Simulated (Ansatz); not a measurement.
The system is Ta3AsAu2O13.

```
Ta As Au O
1.0
     5.88672    0.00000    0.00000
     2.19986    5.91413    0.00000
     1.85109    1.73865    7.56124
Ta As Au O
3 1 2 13
Direct
  0.39605 0.05000 0.58683
  0.95891 0.61806 0.76348
  0.06984 0.27356 0.18903
  0.07072 0.88917 0.02743
  0.21939 0.67567 0.38144
  0.68925 0.45927 0.56874
  0.16689 0.59518 0.16534
  0.86104 0.11514 0.11677
  0.26950 0.96377 0.83676
  0.87527 0.82792 0.92000
  0.70329 0.78261 0.54686
  0.17528 0.40817 0.59350
  0.27798 0.92640 0.17203
  0.64612 0.14878 0.61595
  0.14281 0.39538 0.93941
  0.30048 0.17203 0.35732
  0.19051 0.80386 0.59347
  0.70787 0.47140 0.81379
  0.77878 0.42364 0.31185
```

The cell was built by a generator and needn't be a form met in nature.

Base run:

```yaml
Program: Ansatz 0.2.0
Functional: PBE
Potentials_or_basis: Ansatz PAW
Cutoff: "420 eV (not typed: the program's choice for these potentials)"
k_mesh: 4 × 4 × 3
Occupations: fermi-dirac, width 0.05 eV
Spin: spin-orbit coupling, no magnetisation
```

Its results: band gap on the k mesh 1.55 eV, indirect (least direct gap 1.59 eV); pressure -0.2 GPa; largest force 0.057 eV/Å.

Q: The run is repeated on the same cell with these changes: functional from PBE to r2SCAN; cutoff from 420 eV (not typed: the program's choice for these potentials) to 500 eV (not typed: the program's choice for these potentials). What comes out?

A: Band gap on the k mesh 1.83 eV, indirect (least direct gap 1.86 eV); pressure -5.7 GPa; largest force 0.667 eV/Å.

r2SCAN gives the wider gap, since meta-GGAs in the generalised Kohn-Sham scheme recover part of the derivative discontinuity.

Caveats: the PAW data sets come from PBE, with cores solved anew for the run's functional, which leaves a small shift of forces and pressure (some runs).
